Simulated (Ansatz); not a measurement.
# Na: response to strain

Aim: deform Na (equal xy, yz and zx engineering shear strains of -3 %) and compute stress, forces and field gradients with LAPW, PAW and all-electron datasets made for the crystal.

Method: DFT PBEsol, scalar-relativistic, in Ansatz 0.2.0.

## 1. Starting point

Symmetry: Im-3m, No. 229, cubic system. The conventional cell has a = 4.235 Å, b = 4.235 Å, c = 4.235 Å, α = 90.00°, β = 90.00°, γ = 90.00°. Na (site symmetry m-3m) has 8 Na at 3.67 Å as nearest neighbours.

Structure file:

```xyz
1
Lattice="-2.1175 2.1175 2.1175 2.1175 -2.1175 2.1175 2.1175 2.1175 -2.1175" Properties=species:S:1:pos:R:3 pbc="T T T"
Na    0.0000    0.0000    0.0000
```

## 2. After the deformation

Space group Im-3m before, R-3m after.

## 3. LAPW, all electrons

input.yaml

```yaml
crystal:
  lattice:
    - [-2.181025, 2.1175, 2.1175]
    - [2.1175, -2.181025, 2.1175]
    - [2.1175, 2.1175, -2.181025]
  atoms:
    - { symbol: Na, position: [0.0, 0.0, 0.0] }
kpoints:
  mp_grid: { grid: [12, 12, 12] }
  band_path:
    path:
      - [0.0, 0.0, 0.0]
      - [0.0, 0.0, 0.5]
      - [-0.5, 0.5, 0.5]
      - [-0.7572253634, 0.2427746366, 0.2427746366]
      - [0.2427746366, 0.2427746366, 0.2427746366]
      - [0.0, 0.0, 0.0]
      - [-0.5, 0.0, 0.5]
    npoints: 5
scf:
  occupations: { method: fermi_dirac, width: 0.05 }
hamiltonian:
  xc: pbesol
  pseudopotentials: { kind: all_electron, lapw: { basis_error: 0.00025 } }
output:
  forces: true
  stress: true
  eigenvalues: true
```

Launch:

```console
ansatz run input.yaml --threads 1 --pin off --max-ram 3072MiB --backend cpu --events-out ev --progress --plain --runs-dir out
```

## 4. PAW with frozen cores

input.yaml

```yaml
crystal:
  lattice:
    - [-2.181025, 2.1175, 2.1175]
    - [2.1175, -2.181025, 2.1175]
    - [2.1175, 2.1175, -2.181025]
  atoms:
    - { symbol: Na, position: [0.0, 0.0, 0.0] }
kpoints:
  mp_grid: { grid: [12, 12, 12] }
scf:
  occupations: { method: fermi_dirac, width: 0.05 }
hamiltonian:
  xc: pbesol
  pseudopotentials: { kind: paw }
output:
  forces: true
  stress: true
  eigenvalues: true
  efg: { contact_densities: true }
  write_density: true
  write_potential: true
  elf: true
  volumetric_format: npy
```

## 5. Datasets made for this crystal

Edit input.yaml of step 4 so:

```diff
@@ -13,3 +13,3 @@
   xc: pbesol
-  pseudopotentials: { kind: paw }
+  pseudopotentials: { kind: all_electron, datasets: crystal }
 output:
@@ -19,5 +19 @@
   efg: { contact_densities: true }
-  write_density: true
-  write_potential: true
-  elf: true
-  volumetric_format: npy
```

(Steps that only read results are left out.)

Before running it: what results should come out? Wanted: pressure; largest shear or deviatoric stress.

As calculated:

```
                                 quantity                                              value
                                 pressure  LAPW -0.31, PAW -0.31, crystal datasets -0.31 GPa
largest shear or deviatoric stress (LAPW)                                           0.15 GPa
```

What this shows: The largest part of the stress beyond the pressure is 0.15 GPa in size. No run of the undeformed cell stands beside it, so the pressure holds what the given cell had before the change. PAW: stress within 0.01 GPa of LAPW. Crystal datasets: stress within 0.01 GPa of LAPW.
